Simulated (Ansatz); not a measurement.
# C2H5NSi: how energies converge with the basis set

How large a basis does C2H5NSi need? Two functionals are run in growing sets.

Computed with Ansatz 0.2.0, Gaussian basis. Level: one geometry, several basis sets.

Levels to be run: PBE0-D4/def2-SVP; ωB97M-V/def2-SVP; PBE0-D4/def2-QZVPP; ωB97M-V/def2-QZVPP; the functionals' def2-TZVPP values are taken from earlier runs.

## (1) Structure used throughout

All runs share one geometry, relaxed beforehand with PBE0-D4 in a triple-zeta def2 set.

SMILES `CC1=N[SiH2]1`, 9 atoms, charge 0, spin multiplicity 1.

Atoms are counted from 1 here; the program's logs count them from 0.

Bond lengths: C1–C2 1.477 Å, C1–H5 1.093 Å, C1–H6 1.093 Å, C1–H7 1.092 Å, C2–N3 1.276 Å, C2–Si4 1.786 Å, N3–Si4 1.791 Å, Si4–H8 1.478 Å, Si4–H9 1.478 Å. Angles: C2–C1–H5 109.8°, C2–C1–H6 109.9°, C2–C1–H7 110.5°, H5–C1–H6 107.0°, H5–C1–H7 109.8°, H6–C1–H7 109.8°, C1–C2–N3 131.5°, C1–C2–Si4 159.2°, N3–C2–Si4 69.3°, C2–N3–Si4 68.9°, C2–Si4–N3 41.8°, C2–Si4–H8 122.2°, C2–Si4–H9 122.2°, N3–Si4–H8 118.0°, N3–Si4–H9 118.0°, H8–Si4–H9 114.1°.

As a file:

```
C     0.0021    1.1290   -1.0005
C     0.2105    0.0369   -0.0279
N     1.2746   -0.4625    0.4680
Si   -0.1823   -1.2810    1.1112
H    -0.5387    0.7513   -1.8716
H    -0.6174    1.9105   -0.5541
H     0.9598    1.5504   -1.3145
H    -0.4610   -2.6589    0.6563
H    -0.5592   -1.0220    2.5161
```

## (2) PBE0-D4 in def2-SVP

Input file in.yaml:

```yaml
crystal:
  periodic: [false, false, false]
  atoms:
    - {symbol: C, position_ang: [0.002145, 1.129003, -1.000503]}
    - {symbol: C, position_ang: [0.210479, 0.036856, -0.027876]}
    - {symbol: N, position_ang: [1.274647, -0.462545, 0.467955]}
    - {symbol: Si, position_ang: [-0.182298, -1.281036, 1.111180]}
    - {symbol: H, position_ang: [-0.538716, 0.751304, -1.871577]}
    - {symbol: H, position_ang: [-0.617393, 1.910486, -0.554103]}
    - {symbol: H, position_ang: [0.959767, 1.550443, -1.314513]}
    - {symbol: H, position_ang: [-0.461018, -2.658883, 0.656300]}
    - {symbol: H, position_ang: [-0.559211, -1.022029, 2.516137]}
basis:
  gaussian: {orbitals: def2-SVP}
hamiltonian: {xc: pbe0, dispersion: d4}
output: {orbitals: {seedname: orbitals}}
```

On the command line:

```sh
ansatz run in.yaml --threads 2 --pin off --events-out ev --progress --plain --max-ram 4352MiB
```

Standard output:

```text
Functional definition: PBE0
  name "PBE0"
  cite "Adamo & Barone, J. Chem. Phys. 110, 6158 (1999) doi:10.1063/1.478522"
  cite "Perdew, Burke & Ernzerhof, Phys. Rev. Lett. 77, 3865 (1996) doi:10.1103/PhysRevLett.77.3865"
  parent pbe
  parameter a = 0.25
  parameter kappa = 0.804
  parameter beta = 0.06672455060314922
  exchange = (1 - a)*pbe_x(kappa = kappa, mu = beta*pi^2/3) + a*exact_x
  correlation = pbe_c(beta = beta)
974 factors; their error is unknown
mean field evaluation 1: about -11502.4275 eV, gradient 5.0e1 eV
mean field evaluation 2: about -11489.4221 eV, gradient 8.4e1 eV
mean field evaluation 4: about -11508.5091 eV, gradient 7.1e0 eV
mean field evaluation 8: about -11508.6187 eV, gradient 1.1e-1 eV
mean field evaluation 16: about -11508.6653 eV, gradient 1.9e-5 eV
mean field -11508.66527699 eV, -422.9356480758 hartree, gradient 1.9e-5 eV, S^2 0.000000; 0 other end points of the search recorded, 0 dependent functions left out
reference -11508.66530281 eV, -422.9356490246 hartree; 19, 19 occupied and 66, 66 virtual orbitals, 974 factors
Total energy: -11508.80434907 eV, -422.9407588805 hartree
```

Run time: 1.1 s. Hardware: 2 threads of Arm Neoverse V1, shared host.

## (3) ωB97M-V in def2-SVP

Changes to in.yaml since step 2:

```diff
@@ -14,3 +14,3 @@
   gaussian: {orbitals: def2-SVP}
-hamiltonian: {xc: pbe0, dispersion: d4}
+hamiltonian: {xc: {name: wB97M-V}}
 output: {orbitals: {seedname: orbitals}}
```

Launched as before.

Standard output, cut to the lines that bear on the results:

```text
Functional definition: wB97M-V
  name "wB97M-V"
  cite "Mardirossian & Head-Gordon, J. Chem. Phys. 144, 214110 (2016) doi:10.1063/1.4952647"
  cite "Becke, J. Chem. Phys. 107, 8554 (1997) doi:10.1063/1.475007"
  cite "Vydrov & Van Voorhis, J. Chem. Phys. 133, 244103 (2010) doi:10.1063/1.3521275"
  # Of w^i u^j: cxij and so on, Table III.
[...]
  gx(w, u) = 1 - cx + cx01*u + cx10*w
  gss(w, u) = css00 + css04*u^4 + css10*w + css20*w^2 + css43*w^4*u^3
  gos(w, u) = cos00 + cos10*w + (cos20 + cos21*u)*w^2 + (cos60 + cos61*u)*w^6
[...]
      + integral(e_c_pw_mod_opposite_spin*gos(b97_w_opposite, b97_u_opposite)) + vv10(b, c)
974 factors; their error is unknown
262 factors; integrals over basis functions are off by at most 8.0e-6 eV
[...]
mean field -11514.02490623 eV, -423.1326108177 hartree, gradient 2.1e-5 eV, S^2 0.000000; 0 other end points of the search recorded, 0 dependent functions left out
reference -11514.02494562 eV, -423.1326122652 hartree; 19, 19 occupied and 66, 66 virtual orbitals, 974 factors
Total energy: -11514.02494562 eV, -423.1326122652 hartree
```

It took 4.8 s on 2 threads of Arm Neoverse V1, shared host.

## (4) PBE0-D4 in def2-QZVPP

Changes to in.yaml since step 3:

```diff
@@ -13,4 +13,4 @@
 basis:
-  gaussian: {orbitals: def2-SVP}
-hamiltonian: {xc: {name: wB97M-V}}
+  gaussian: {orbitals: "def2-QZVPP.json"}
+hamiltonian: {xc: pbe0, dispersion: d4}
 output: {orbitals: {seedname: orbitals}}
```

Same command.

Standard output:

```text
Functional definition: PBE0
  name "PBE0"
  cite "Adamo & Barone, J. Chem. Phys. 110, 6158 (1999) doi:10.1063/1.478522"
  cite "Perdew, Burke & Ernzerhof, Phys. Rev. Lett. 77, 3865 (1996) doi:10.1103/PhysRevLett.77.3865"
  parent pbe
  parameter a = 0.25
  parameter kappa = 0.804
  parameter beta = 0.06672455060314922
  exchange = (1 - a)*pbe_x(kappa = kappa, mu = beta*pi^2/3) + a*exact_x
  correlation = pbe_c(beta = beta)
1208 factors; their error is unknown
mean field evaluation 1: about -11506.8604 eV, gradient 6.3e1 eV
mean field evaluation 2: about -11485.6393 eV, gradient 1.1e2 eV
mean field evaluation 4: about -11515.8065 eV, gradient 1.1e1 eV
mean field evaluation 8: about -11516.0588 eV, gradient 2.1e-1 eV
mean field evaluation 16: about -11516.0651 eV, gradient 2.6e-5 eV
mean field -11516.06506535 eV, -423.2075852824 hartree, gradient 2.6e-5 eV, S^2 0.000000; 0 other end points of the search recorded, 0 dependent functions left out
reference -11516.06510607 eV, -423.2075867790 hartree; 19, 19 occupied and 372, 372 virtual orbitals, 1208 factors
Total energy: -11516.20415234 eV, -423.2126966348 hartree
```

It took 8.5 s on 2 threads of Arm Neoverse V1, shared host; peak memory 1 GiB.

## (5) ωB97M-V in def2-QZVPP

Changes to in.yaml since step 4:

```diff
@@ -14,3 +14,3 @@
   gaussian: {orbitals: "def2-QZVPP.json"}
-hamiltonian: {xc: pbe0, dispersion: d4}
+hamiltonian: {xc: {name: wB97M-V}}
 output: {orbitals: {seedname: orbitals}}
```

The command is unchanged.

Standard output, cut to the lines that bear on the results:

```text
Functional definition: wB97M-V
  name "wB97M-V"
  cite "Mardirossian & Head-Gordon, J. Chem. Phys. 144, 214110 (2016) doi:10.1063/1.4952647"
  cite "Becke, J. Chem. Phys. 107, 8554 (1997) doi:10.1063/1.475007"
  cite "Vydrov & Van Voorhis, J. Chem. Phys. 133, 244103 (2010) doi:10.1063/1.3521275"
  # Of w^i u^j: cxij and so on, Table III.
[...]
  gx(w, u) = 1 - cx + cx01*u + cx10*w
  gss(w, u) = css00 + css04*u^4 + css10*w + css20*w^2 + css43*w^4*u^3
  gos(w, u) = cos00 + cos10*w + (cos20 + cos21*u)*w^2 + (cos60 + cos61*u)*w^6
[...]
      + integral(e_c_pw_mod_opposite_spin*gos(b97_w_opposite, b97_u_opposite)) + vv10(b, c)
1188 factors; their error is unknown
313 factors; integrals over basis functions are off by at most 7.5e-6 eV
[...]
mean field -11521.59355203 eV, -423.4107534205 hartree, gradient 2.0e-5 eV, S^2 0.000000; 0 other end points of the search recorded, 0 dependent functions left out
reference -11521.59361616 eV, -423.4107557771 hartree; 19, 19 occupied and 372, 372 virtual orbitals, 1188 factors
Total energy: -11521.59361616 eV, -423.4107557771 hartree
```

It took 23 s on 2 threads of Arm Neoverse V1, shared host; peak memory 1.2 GiB.

## (6) Functionals by basis

The def2-TZVPP values come from earlier runs at the same geometry.

| functional | basis | functions | energy (eV) | from the largest (eV) | HOMO (eV) | LUMO (eV) |
| --- | --- | --- | --- | --- | --- | --- |
| PBE0-D4 | def2-SVP | 85 | -11508.8043 | 7.400 | -6.46 | -0.17 |
| PBE0-D4 | def2-TZVPP | 205 | -11515.7233 | 0.481 | -6.51 | -0.36 |
| PBE0-D4 | def2-QZVPP | 391 | -11516.2042 | 0.000 | -6.53 | -0.44 |
| ωB97M-V | def2-SVP | 85 | -11514.0249 | 7.569 | -8.60 | 2.06 |
| ωB97M-V | def2-TZVPP | 205 | -11521.1434 | 0.450 | -8.68 | 1.44 |
| ωB97M-V | def2-QZVPP | 391 | -11521.5936 | 0.000 | -8.70 | 1.13 |

## (7) Results

| quantity | value |
| --- | --- |
| PBE0-D4: double and triple zeta above quadruple | 7.40, 0.48 eV |
| ωB97M-V: double and triple zeta above quadruple | 7.57, 0.45 eV |

PBE0-D4 gains 6.92 eV from double to triple zeta, then 0.48 eV more. These are total energies; as a rule much of such shifts cancels in differences, which this series doesn't test. The LUMO of ωB97M-V is positive and keeps falling with the basis (2.06 to 1.13 eV): an unbound level that the basis holds in place.

For PBE0-D4 the largest set took about 7 times as long as the smallest (8.5 s against 1.1 s).
